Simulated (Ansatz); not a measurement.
# Cu started in the widest void in diamond Si, 17 atoms, charge 0

Wanted: the effect of changed settings on energy, forces, pressure and convergence.

Program: Ansatz 0.2.0, PAW, plane waves. These are calculated values, not measurements.

1 further run of the same task is left out (it didn't finish).

## (1) Starting point

17 atoms (16 Si, 1 Cu); a = 7.683 Å, b = 7.683 Å, c = 7.683 Å, α = 60.00°, β = 60.00°, γ = 60.00°. All atoms were shaken off their sites by about 0.02 Å along each axis. Defect site 1: (0.312, 0.312, 0.312). Starting moments add up to 1 μB.

## (2) PBEsol single point

in.yaml

```yaml
crystal:
  lattice:
    - [0.000000, 5.432790, 5.432790]
    - [5.432790, 0.000000, 5.432790]
    - [5.432790, 5.432790, 0.000000]
  atoms:
    - { symbol: Si, position: [0.007038, 0.998114, 0.996046] }
    - { symbol: Si, position: [0.502031, 0.497007, 0.500134] }
    - { symbol: Si, position: [0.129235, 0.122875, 0.121234] }
    - { symbol: Si, position: [0.621520, 0.627797, 0.621561] }
    - { symbol: Si, position: [0.008190, 0.996793, 0.498435] }
    - { symbol: Si, position: [0.499117, 0.501936, 0.001692] }
    - { symbol: Si, position: [0.128045, 0.125686, 0.621121] }
    - { symbol: Si, position: [0.627640, 0.623429, 0.126531] }
    - { symbol: Si, position: [0.002491, 0.500766, 0.995731] }
    - { symbol: Si, position: [0.501457, 0.998775, 0.501297] }
    - { symbol: Si, position: [0.126776, 0.626394, 0.121391] }
    - { symbol: Si, position: [0.624381, 0.127488, 0.624218] }
    - { symbol: Si, position: [0.501767, 0.001213, 0.001861] }
    - { symbol: Si, position: [0.998298, 0.498114, 0.500856] }
    - { symbol: Si, position: [0.626984, 0.121473, 0.126620] }
    - { symbol: Si, position: [0.121918, 0.627933, 0.623603] }
    - { symbol: Cu, position: [0.313796, 0.317926, 0.309199], spin: 1 }
kpoints:
  mp_grid: { grid: [2, 2, 2], shift: [0.5, 0.5, 0.5] }
hamiltonian:
  xc: pbesol
magnetization:
  spin_polarized: true
scf:
  occupations: { method: fermi_dirac, width: 0.01 }
output:
  forces: true
  eigenvalues: true
  stress: true
  populations: true
```

Command:

```console
ansatz run in.yaml --threads 8 --pin off --max-ram 13300MiB --runs-dir r --events-out ev --progress --plain
```

## (3) Run again with cutoff 350 eV, mixing beta 0.4

Changes to in.yaml since step 2:

```diff
@@ -25,2 +25,3 @@
   mp_grid: { grid: [2, 2, 2], shift: [0.5, 0.5, 0.5] }
+basis: { ecutwfc: 350 }
 hamiltonian:
@@ -31,2 +32,4 @@
   occupations: { method: fermi_dirac, width: 0.01 }
+  max_iter: 60
+  mixing: { beta: 0.4 }
 output:
@@ -35,2 +38 @@
   stress: true
-  populations: true
```

## (4) Run again with k points 3×3×3, functional RPBE

Changes to in.yaml since step 3:

```diff
@@ -24,6 +24,5 @@
 kpoints:
-  mp_grid: { grid: [2, 2, 2], shift: [0.5, 0.5, 0.5] }
-basis: { ecutwfc: 350 }
+  mp_grid: { grid: [3, 3, 3] }
 hamiltonian:
-  xc: pbesol
+  xc: rpbe
 magnetization:
@@ -32,4 +31,3 @@
   occupations: { method: fermi_dirac, width: 0.01 }
-  max_iter: 60
-  mixing: { beta: 0.4 }
+  max_iter: 70
 output:
```

## (5) Run again with density cutoff ratio 8, at most 14 cycles

Changes to in.yaml since step 4:

```diff
@@ -24,5 +24,6 @@
 kpoints:
-  mp_grid: { grid: [3, 3, 3] }
+  mp_grid: { grid: [2, 2, 2], shift: [0.5, 0.5, 0.5] }
+basis: { ecutrho_ratio: 8 }
 hamiltonian:
-  xc: rpbe
+  xc: pbesol
 magnetization:
@@ -31,3 +32,3 @@
   occupations: { method: fermi_dirac, width: 0.01 }
-  max_iter: 70
+  max_iter: 14
 output:
```

## (6) Run again with mixer anderson, density threshold 0.0001 eV, density cutoff ratio 2

Changes to in.yaml since step 5:

```diff
@@ -25,3 +25,3 @@
   mp_grid: { grid: [2, 2, 2], shift: [0.5, 0.5, 0.5] }
-basis: { ecutrho_ratio: 8 }
+basis: { ecutrho_ratio: 2 }
 hamiltonian:
@@ -32,3 +32,5 @@
   occupations: { method: fermi_dirac, width: 0.01 }
-  max_iter: 14
+  max_iter: 50
+  convergence: { dr2_threshold: 1e-04 }
+  mixing: { algorithm: anderson }
 output:
```

## (7) Run again with mixing beta 0.03

Changes to in.yaml since step 6:

```diff
@@ -25,3 +25,2 @@
   mp_grid: { grid: [2, 2, 2], shift: [0.5, 0.5, 0.5] }
-basis: { ecutrho_ratio: 2 }
 hamiltonian:
@@ -33,4 +32,3 @@
   max_iter: 50
-  convergence: { dr2_threshold: 1e-04 }
-  mixing: { algorithm: anderson }
+  mixing: { beta: 0.03 }
 output:
```

Before running it: what results should come out? Wanted: for each run, settings; status; energy from base; forces from base.

The runs gave:

| settings | status | cycles | time | energy from base (meV/atom) | forces from base (eV/Å rms) | filled to empty level on the mesh (eV) |
| --- | --- | --- | --- | --- | --- | --- |
| base | converged | 16 | 3.6 s (8 CPU threads) | 0 | 0 | none |
| cutoff 350 eV, mixing beta 0.4 | converged, settings too loose | 15 | 2.4 s (8 CPU threads) | +5.4 | 0.001 | - |
| k points 3×3×3, functional RPBE | converged | 23 | 11 s (8 CPU threads) | - | 0.139 | - |
| density cutoff ratio 8, at most 14 cycles | converged | 14 | 3.1 s (8 CPU threads) | 0.0 | 0.000 | - |
| mixer anderson, density threshold 0.0001 eV, density cutoff ratio 2 | converged, settings too loose | 17 | 3.3 s (8 CPU threads) | -0.9 | 0.000 | - |
| mixing beta 0.03 | converged | 30 | 4.6 s (8 CPU threads) | 0.0 | 0.000 | - |

The base run shows no spacing between filled and empty levels on this coarse mesh with displaced atoms and smearing, so occupations can shift between runs, and part of each change may come from that and not from the setting itself.

**Reading.** Among these variants the forces move most with k points 3×3×3, functional RPBE (0.139 eV/Å rms).
